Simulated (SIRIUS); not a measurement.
Input of a SIRIUS 7.10.0 run:

The input sirius.json:

```json
{
  "control": {
    "processing_unit": "cpu",
    "verbosity": 2,
    "num_bands_to_print": 41,
    "print_forces": true,
    "print_stress": true
  },
  "parameters": {
    "electronic_structure_method": "pseudopotential",
    "xc_functionals": ["XC_GGA_X_PBE", "XC_GGA_C_PBE"],
    "gk_cutoff": 9.1,
    "pw_cutoff": 18.2,
    "ngridk": [5, 5, 5],
    "shiftk": [0, 0, 0],
    "smearing": "fermi_dirac",
    "smearing_width": 0.0018374661,
    "num_bands": 41,
    "num_mag_dims": 0,
    "num_dft_iter": 100,
    "energy_tol": 1e-08,
    "density_tol": 1e-06
  },
  "iterative_solver": {
    "type": "davidson",
    "min_tolerance": 1e-09,
    "tolerance_scale": [0.1, 0.25]
  },
  "mixer": {
    "type": "anderson",
    "beta": 0.7,
    "max_history": 8
  },
  "settings": {
    "tol_ne": 1e-10,
    "pseudo_grid_cutoff": 6.5
  },
  "unit_cell": {
    "lattice_vectors": [
      [7.713862040722, 0.0, 0.0],
      [0.0, 7.713862040722, 0.0],
      [0.0, 0.0, 7.713862040722]
    ],
    "atom_coordinate_units": "lattice",
    "atom_types": ["B", "Pd"],
    "atom_files": {
      "B": "B.json",
      "Pd": "Pd.json"
    },
    "atoms": {
      "B": [
        [0.0, 0.0, 0.0],
        [0.5, 0.5, 0.5]
      ],
      "Pd": [
        [0.0, 0.5, 0.5],
        [0.5, 0.0, 0.5],
        [0.5, 0.5, 0.0]
      ]
    }
  }
}
```

Potentials or basis: PseudoDojo 0.4 PBE stringent (scalar relativistic).

The run is started by

```bash
$ upf_to_json B.upf
$ upf_to_json Pd.upf
$ OMP_NUM_THREADS=1 sirius.scf --input=sirius.json --output=out.json --task=0
```

Task: Estimate the band gap on the k mesh.

Result: None (metal or under the smearing width).

Task: Predict the pressure.

Result: 0.2 GPa.

Caveat: this set's palladium file may shift the pressure by some GPa.
